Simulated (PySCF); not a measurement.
# CH6GeS: the cost of one run

Computed with PySCF 2.14.0, with density-fitted response routines of our own, on a single molecule in the gas phase. Atoms are numbered from 0 throughout.

### Step 1. The molecule as given

9 atoms, charge 0, multiplicity 1; geometry from: GFN2-xTB. The atoms were then displaced at random by about 0.01 Å, so the start is not that level's minimum.

Bonds of the start (Å): C0–Ge1 1.94, Ge1–S2 2.20, C0–H3 1.12, C0–H4 1.09, C0–H5 1.08, Ge1–H6 1.52, Ge1–H7 1.50, S2–H8 1.31.

### Step 2. Geometry optimisation at PBE0-D3(BJ)/def2-SVP

What the job is given:

```
{"job": {"xc": "PBE0", "basis": "def2-SVP", "d3": "d3bj", "grid": 1, "shake": 0.01, "kind": "geom"}, "charge": 0, "multiplicity": 1}
C     -1.203650     0.096540    -0.120730
Ge     0.593480    -0.636390    -0.051330
S      1.946330     0.745990     0.994220
H     -1.202130     1.054770    -0.691990
H     -1.591570     0.319420     0.868240
H     -1.907820    -0.570250    -0.606420
H      1.148570    -0.912400    -1.435830
H      0.668120    -1.918490     0.714590
H      1.606470     1.803670     0.295510
```

Run with:

```sh
> OMP_NUM_THREADS=1 python probes_run.py task.json out
```

One launch serves the whole session: the jobs run in the order shown.

Q: Estimate the wall time and peak memory of this first job on 1 thread of Intel Xeon Platinum 8259CL at 2.50GHz, shared host.

About 30 s, with a peak of 0.4 GiB.
